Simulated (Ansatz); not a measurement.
**ClH₃O₂SZr: one species, many methods**

The task here is to estimate one member of a computed series from the others.

Method: functionals in def2-TZVPP, the program's frozen cores in correlated methods; program: Ansatz 0.2.0, Gaussian basis.

Plan: PBE-D4, r2SCAN-D4, PBE0-D4, B3LYP-D4, ωB97X-V, ωB97M-V, B2PLYP; CCSD(T)/def2-TZVPP; MP2/def2-QZVPP; extrapolation to the limit.

### Structure used throughout

An earlier PBE0-D4 in a triple-zeta def2 set relaxation fixed the geometry. Zr takes the def2 core potential; no spin-orbit term is included.

SMILES `[OH][Zr]([OH])([SH])[Cl]`, 8 atoms, charge 0, spin multiplicity 1.

Atoms are counted from 1 here; the program's logs count them from 0.

Bond lengths: O1–Zr2 1.900 Å, O1–H6 0.953 Å, Zr2–O3 1.896 Å, Zr2–S4 2.454 Å, Zr2–Cl5 2.365 Å, O3–H7 0.953 Å, S4–H8 1.347 Å. Angles: Zr2–O1–H6 169.0°, O1–Zr2–O3 114.2°, O1–Zr2–S4 108.1°, O1–Zr2–Cl5 108.3°, O3–Zr2–S4 105.5°, O3–Zr2–Cl5 110.0°, S4–Zr2–Cl5 110.7°, Zr2–O3–H7 169.6°, Zr2–S4–H8 91.4°.

The first run:

Contents of in.yaml:

```yaml
crystal:
  periodic: [false, false, false]
  atoms:
    - {symbol: O, position_ang: [-1.416161, 0.569880, -0.781909]}
    - {symbol: Zr, position_ang: [0.146918, 0.190821, 0.229398]}
    - {symbol: O, position_ang: [-0.156893, -0.891614, 1.756355]}
    - {symbol: S, position_ang: [1.681649, -1.094847, -1.189741]}
    - {symbol: Cl, position_ang: [1.128440, 2.243258, 0.875034]}
    - {symbol: H, position_ang: [-2.289151, 0.697949, -1.142166]}
    - {symbol: H, position_ang: [-0.470729, -1.375175, 2.515693]}
    - {symbol: H, position_ang: [1.375918, -0.340273, -2.262664]}
basis:
  gaussian: {orbitals: def2-TZVPP}
hamiltonian: {xc: pbe, dispersion: d4}
output: {forces: true, orbitals: {seedname: orbitals}}
```

Command:

```sh
$ ansatz run in.yaml --threads 2 --pin off --events-out ev --progress --plain --max-ram 22528MiB --backend cpu
```

Steps of the session up to this table: PBE-D4 (GGA); r2SCAN-D4 (meta-GGA); PBE0-D4 (hybrid); B3LYP-D4 (hybrid); ωB97X-V (range-separated); ωB97M-V (range-separated); B2PLYP (double hybrid).

One of the session's tables, all rows but one given; the rest of the session is left out.

| functional | HOMO (eV) | gap (eV) |
| --- | --- | --- |
| PBE-D4 | -6.24 | 4.33 |
| r2SCAN-D4 | ? | ? |
| PBE0-D4 | -7.45 | 6.37 |
| B3LYP-D4 | -7.19 | 5.90 |
| ωB97X-V | -9.75 | 10.73 |
| ωB97M-V | -9.59 | 10.08 |

Q: Estimate the row for r2SCAN-D4 from the others.

As computed: HOMO (eV): -6.53; gap (eV): 4.79. In the column «HOMO (eV)» it lies between B3LYP-D4 (-7.19) and PBE-D4 (-6.24).
